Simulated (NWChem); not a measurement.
**the pair MgHOF···GaH3: a chain of runs**

Aim: the energy (singlet MgGaH4OF, MP2/3-21G), then a single-point energy (singlet MgHOF, MP2/3-21G), then the energy (singlet GaH3, MP2/3-21G), then the energy (singlet MgHOF, MP2/3-21G), then a single-point energy (singlet GaH3, MP2/3-21G) of FGaH4MgO and its partners. 

The results are computed with NWChem 7.3.0.

### 1 Starting point

MgGaH4OF has 8 atoms, charge 0, and is taken as a singlet. The two molecules were placed rigidly side by side, at 0.8 times their contact distance; the pair isn't optimised.

Bond lengths: O1–Mg2 1.754 Å, Mg2–F3 1.751 Å, O1–H4 0.947 Å, Ga5–H6 1.568 Å, Ga5–H7 1.568 Å, Ga5–H8 1.568 Å. Angles: O1–Mg2–F3 178.3°, Mg2–O1–H4 165.3°, H6–Ga5–H7 120.0°, H6–Ga5–H8 120.0°, H7–Ga5–H8 120.0°.

### 2 A single-point energy at MP2/3-21G (run 1)

The input, fgah4mgo.nw:

```
start fgah4mgo
memory stack 880 mb heap 220 mb global 1100 mb
geometry units angstrom noautosym nocenter noautoz
O       -0.035680       1.064680      -0.212820
Mg      -0.042780      -0.662120       0.092280
F       -0.094580      -2.390020       0.369980
H        0.173020       1.987480      -0.249420
Ga      -2.128030      -2.576430       2.106910
H       -0.981840      -2.455150       3.170640
H       -2.820410      -3.960930       1.854570
H       -2.579980      -1.313780       1.293770
end
basis "ao basis" spherical bse
* library 3-21G
end
scf
thresh 1e-08
maxiter 80
print low
end
mp2
freeze core 12
tight
end
task mp2
```

The run is started by

```console
nwchem fgah4mgo.nw > fgah4mgo.out
```

Output (excerpt; [...] marks lines left out):

```text
[...]
  functions       =    61
[...]
  wavefunction    = RHF
[...]
         Total SCF energy =  -2288.054473345213
      One-electron energy =  -3733.023079013965
      Two-electron energy =   1177.715003610461
 Nuclear repulsion energy =    267.253602058291
        Time for solution =      3.3s
[...]
          Total MP2 energy         -2288.359359547105
[...]
```

Run time: 4.8 s. Hardware: 1 thread of Intel Xeon Platinum 8488C (Sapphire Rapids), shared host; peak memory 0.14 GiB.

### 3 MgHOF: the energy at MP2/3-21G (run 2)

The input, calc.nw:

```
start calc
memory 2200 mb
charge 0

geometry units au noautosym nocenter noautoz
 O     -0.06742543     2.01195361    -0.40217151
 Mg    -0.08084248    -1.25122546     0.17438393
 F     -0.17873030    -4.51648323     0.69916087
 H      0.32696041     3.75579288    -0.47133549
end

basis "ao basis" spherical bse
 * library 3-21G
end

scf
 thresh 1e-08
 maxiter 80
 noprint "final vectors analysis"
end

mp2
 freeze core 3
 tight
end

task mp2
```

The run is started by

```console
nwchem calc.nw > calc.out
```

Output (excerpt; [...] marks lines left out):

```text
[...]
  functions       =    33
[...]
  wavefunction    = RHF
[...]
         Total SCF energy =   -372.494234468613
      One-electron energy =   -683.699388554080
      Two-electron energy =    230.803599363683
 Nuclear repulsion energy =     80.401554721784
        Time for solution =      0.7s
[...]
          Total MP2 energy          -372.750365398589
[...]
```

Wall time 1.5 s (1 thread of Intel Xeon Platinum 8488C (Sapphire Rapids), shared host); peak memory 0.1 GiB.

### 4 GaH3: a single-point energy at MP2/3-21G (run 3)

The input, gah3.nw:

```
start gah3
title "GaH3"
memory stack 880 mb heap 220 mb global 1100 mb
geometry units angstrom noautosym nocenter noautoz
 Ga    -2.128030    -2.576430     2.106910
 H     -0.981840    -2.455150     3.170640
 H     -2.820410    -3.960930     1.854570
 H     -2.579980    -1.313780     1.293770
end
basis spherical bse
 * library 3-21G
end
scf
 thresh 1e-08
 maxiter 80
 noprint "final vectors analysis"
end
mp2
 freeze core 9
 tight
end
task mp2
```

The run is started by

```console
nwchem gah3.nw > gah3.out
```

Output (excerpt; [...] marks lines left out):

```text
[...]
  functions       =    28
[...]
  wavefunction    = RHF
[...]
         Total SCF energy =  -1915.523842514428
      One-electron energy =  -2740.061637558326
      Two-electron energy =    792.575239691808
 Nuclear repulsion energy =     31.962555352090
        Time for solution =      0.7s
[...]
          Total MP2 energy         -1915.567776016969
[...]
```

Wall time 1.5 s (1 thread of Intel Xeon Platinum 8488C (Sapphire Rapids), shared host); peak memory 0.1 GiB.

### 5 MgHOF among ghost functions: a single-point energy at MP2/3-21G (with ghost functions) (run 4)

The input, fhmgo.nw:

```
START fhmgo
memory total 2200 mb
charge 0
GEOMETRY units angstrom noautosym nocenter noautoz
  O     -0.035680     1.064680    -0.212820
  Mg    -0.042780    -0.662120     0.092280
  F     -0.094580    -2.390020     0.369980
  H      0.173020     1.987480    -0.249420
  bqGa    -2.128030    -2.576430     2.106910
  bqH     -0.981840    -2.455150     3.170640
  bqH     -2.820410    -3.960930     1.854570
  bqH     -2.579980    -1.313780     1.293770
END
BASIS spherical bse
  O library 3-21G
  Mg library 3-21G
  F library 3-21G
  H library 3-21G
  bqGa library Ga 3-21G
  bqH library H 3-21G
END
SCF
  thresh 1e-08
  maxiter 80
  noprint "final vectors analysis"
END
MP2
  freeze core 3
  tight
END
TASK mp2 energy
```

The run is started by

```console
nwchem fhmgo.nw > fhmgo.out
```

Output (excerpt; [...] marks lines left out):

```text
[...]
  functions       =    61
[...]
  wavefunction    = RHF
[...]
         Total SCF energy =   -372.512588964304
      One-electron energy =   -683.374260233942
      Two-electron energy =    230.460110792228
 Nuclear repulsion energy =     80.401560477410
        Time for solution =      2.8s
[...]
          Total MP2 energy          -372.774256755623
[...]
```

Run time: 4.2 s. Hardware: 1 thread of Intel Xeon Platinum 8488C (Sapphire Rapids), shared host; peak memory 0.14 GiB.

### 6 GaH3 among ghost functions: the energy at MP2/3-21G (with ghost functions) (run 5)

The input, test.nw:

```
start test
title "GaH3"
memory stack 880 mb heap 220 mb global 1100 mb
geometry units angstroms noautosym nocenter noautoz
  Ga   -2.128030   -2.576430    2.106910
  H    -0.981840   -2.455150    3.170640
  H    -2.820410   -3.960930    1.854570
  H    -2.579980   -1.313780    1.293770
  bqO     -0.035680     1.064680    -0.212820
  bqMg    -0.042780    -0.662120     0.092280
  bqF     -0.094580    -2.390020     0.369980
  bqH      0.173020     1.987480    -0.249420
end
basis "ao basis" spherical bse
  Ga library 3-21G
  H library 3-21G
  bqO library O 3-21G
  bqMg library Mg 3-21G
  bqF library F 3-21G
  bqH library H 3-21G
end
scf
  singlet
  rhf
  thresh 1e-08
  maxiter 80
  noprint "final vectors analysis"
end
mp2
  freeze core 9
  tight
end
task mp2 energy
```

The run is started by

```console
nwchem test.nw > test.out
```

Output (excerpt; [...] marks lines left out):

```text
[...]
  functions       =    61
[...]
  wavefunction    = RHF
[...]
         Total SCF energy =  -1915.525876178448
      One-electron energy =  -2739.996644894169
      Two-electron energy =    792.508213363631
 Nuclear repulsion energy =     31.962555352090
        Time for solution =      2.6s
[...]
          Total MP2 energy         -1915.570335327943
[...]
```

It took 4.2 s on 1 thread of Intel Xeon Platinum 8488C (Sapphire Rapids), shared host; peak memory 0.12 GiB.

### 7 Results

| quantity | value |
| --- | --- |
| run 1, MP2/3-21G: total energy | -2288.35936 Eh |
| run 1, MP2/3-21G: correlation energy (12 core orbitals frozen) | -304.9 mEh |
| MgHOF: total energy | -372.75037 Eh |
| MgHOF: correlation energy (3 core orbitals frozen) | -256.1 mEh |
| GaH3: total energy | -1915.56778 Eh |
| GaH3: correlation energy (9 core orbitals frozen) | -43.9 mEh |
| MgHOF among ghost functions: total energy | -372.77426 Eh |
| MgHOF among ghost functions: correlation energy (3 core orbitals frozen) | -261.7 mEh |
| GaH3 among ghost functions: total energy | -1915.57034 Eh |
| GaH3 among ghost functions: correlation energy (9 core orbitals frozen) | -44.5 mEh |
| interaction energy of the rigid parts MgHOF and GaH3 (parts in their own basis; closest atoms 2.68 Å apart) | -1.122 eV |
| interaction energy of the rigid parts MgHOF and GaH3 (parts in the whole basis, counterpoise; closest atoms 2.68 Å apart) | -0.402 eV |

**Reading.** The interaction energy of the rigid parts MgHOF and GaH3 (parts in their own basis; closest atoms 2.68 Å apart) is −1.12 eV (−26 kcal/mol): the parts attract. Without counterpoise this holds the superposition error of the basis. The interaction energy of the rigid parts MgHOF and GaH3 (parts in the whole basis, counterpoise; closest atoms 2.68 Å apart) is −0.40 eV (−38.8 kJ/mol): the parts attract. The basis-set superposition error is 69.4 kJ/mol. Mulliken charges (MgHOF) run from -0.98 on O1 to +1.22 on Mg2; they depend strongly on the basis. Mulliken charges (GaH3) run from -0.22 on H2 to +0.66 on Ga1.
